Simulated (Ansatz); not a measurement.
# CH5BF3N: a ladder of functionals and wavefunction methods

Aim: compute CH5BF3N with functionals from several rungs and with coupled cluster, and see how far each lands from CCSD(T) at the basis-set limit for the atomisation energy.

Method: functionals in def2-TZVPP, the program's frozen cores in correlated methods; program: Ansatz 0.2.0, Gaussian basis.

Levels to be run: LDA (SPW92), PBE-D4, revPBE-D4, BLYP-D4, r2SCAN-D4, B97M-V, PBE0-D4, B3LYP-D4, r2SCANh-D4, r2SCAN0-D4, HSE06-D4, BHLYP-D4, CAM-B3LYP-D4, LC-ωPBE, ωB97X-V, ωB97M-V, B2PLYP, PBE-QIDH; CCSD(T)/def2-SVP; CCSD(T)/def2-TZVPP; MP2/def2-QZVPP; extrapolation to the limit; RPA on PBE.

## 1. Structure used throughout

An earlier PBE0-D4 in a triple-zeta def2 set relaxation fixed the geometry.

SMILES `C[NH2+][B-](F)(F)F`, 11 atoms, charge 0, spin multiplicity 1.

Atoms are counted from 1 here; the program's logs count them from 0.

Bond lengths: C1–N2 1.471 Å, C1–H7 1.090 Å, C1–H8 1.088 Å, C1–H9 1.088 Å, N2–B3 1.658 Å, N2–H10 1.016 Å, N2–H11 1.016 Å, B3–F4 1.371 Å, B3–F5 1.372 Å, B3–F6 1.371 Å. Angles: N2–C1–H7 111.3°, N2–C1–H8 108.3°, N2–C1–H9 108.3°, H7–C1–H8 110.0°, H7–C1–H9 110.0°, H8–C1–H9 108.7°, C1–N2–B3 114.2°, C1–N2–H10 110.8°, C1–N2–H11 110.8°, B3–N2–H10 106.9°, B3–N2–H11 106.9°, H10–N2–H11 106.8°, N2–B3–F4 105.0°, N2–B3–F5 103.9°, N2–B3–F6 105.0°, F4–B3–F5 113.9°, F4–B3–F6 113.9°, F5–B3–F6 113.9°.

## 2. LDA

This LDA is Slater exchange with PW92 correlation.

The input, in.yaml:

```yaml
crystal:
  periodic: [false, false, false]
  atoms:
    - {symbol: C, position_ang: [0.008321, -0.939948, 0.923173]}
    - {symbol: N, position_ang: [0.546738, -0.199324, -0.228709]}
    - {symbol: B, position_ang: [-0.405425, 1.062067, -0.730806]}
    - {symbol: F, position_ang: [-1.600501, 0.487242, -1.079514]}
    - {symbol: F, position_ang: [0.285062, 1.593304, -1.790702]}
    - {symbol: F, position_ang: [-0.487196, 1.898142, 0.352915]}
    - {symbol: H, position_ang: [0.669101, -1.757080, 1.213440]}
    - {symbol: H, position_ang: [-0.970149, -1.330508, 0.651398]}
    - {symbol: H, position_ang: [-0.110526, -0.244540, 1.751462]}
    - {symbol: H, position_ang: [1.461563, 0.188017, -0.013526]}
    - {symbol: H, position_ang: [0.668410, -0.814472, -1.028733]}
basis:
  gaussian: {orbitals: def2-TZVPP}
hamiltonian: {xc: lda}
output: {orbitals: {seedname: orbitals}}
```

The run is started by

```
$ ansatz run in.yaml --threads 4 --pin off --events-out ev --progress --plain --max-ram 10444MiB
```

Further steps of the session: PBE-D4 (GGA); revPBE-D4 (GGA); BLYP-D4 (GGA); r2SCAN-D4 (meta-GGA); B97M-V (meta-GGA); B3LYP-D4 (hybrid); r2SCANh-D4 (hybrid); r2SCAN0-D4 (hybrid); HSE06-D4 (hybrid); BHLYP-D4 (hybrid); CAM-B3LYP-D4 (range-separated); LC-ωPBE (range-separated); ωB97X-V (range-separated); ωB97M-V (range-separated); B2PLYP (double hybrid); PBE-QIDH (double hybrid); CCSD(T) in def2-SVP; CCSD(T) in def2-TZVPP; MP2 in def2-QZVPP; RPA on PBE orbitals.

Before running them: what should the planned runs give, taken together? Wanted: atomisation energy, CCSD(T)/CBS; farthest beyond LDA; mean size of error, GGA; mean size of error, meta-GGA; mean size of error, hybrid; mean size of error, range-separated; mean size of error, double hybrid; gap, smallest and largest; T1 diagnostic.

**Answer**, as computed:

| quantity | value |
| --- | --- |
| atomisation energy, CCSD(T)/CBS | 4514.6 kJ/mol |
| functionals within 22.6 kJ/mol (0.5 %) | BLYP-D4, r2SCAN-D4, B97M-V, PBE0-D4, B3LYP-D4, HSE06-D4, LC-ωPBE, ωB97X-V, ωB97M-V |
| farthest beyond LDA | BHLYP-D4 (-152.6 kJ/mol) |
| mean size of error, GGA | 45.0 kJ/mol |
| mean size of error, meta-GGA | 6.4 kJ/mol |
| mean size of error, hybrid | 45.8 kJ/mol |
| mean size of error, range-separated | 14.1 kJ/mol |
| mean size of error, double hybrid | 34.4 kJ/mol |
| gap, smallest and largest | 7.14 eV (BLYP-D4), 14.97 eV (LC-ωPBE) |
| T1 diagnostic | 0.0104 |
| triples share of the correlation energy | 3.0 % |

**Reading.** The LDA atomisation energy is off by 692.5 kJ/mol (15 %): it overbinds. PBE-D4 is off by +93.1 kJ/mol. Double hybrids carry the basis error of their MP2 part in triple zeta, and no dispersion term here, so their miss is partly the set-up's. The rungs meta-GGA, range-separated miss on average by less than the doubt on the reference (22.6 kJ/mol), so they tie. The reference freezes the cores and leaves out relativity and excitations past (T), so misses under about 22.6 kJ/mol can't be ranked. Hartree-Fock recovers 74 % of the binding; the rest is correlation. CCSD(T) in def2-SVP is off by -196.7 kJ/mol, so the small basis spoils what the method gains. Orbital gaps span 7.1 to 15.0 eV; exact exchange widens them.
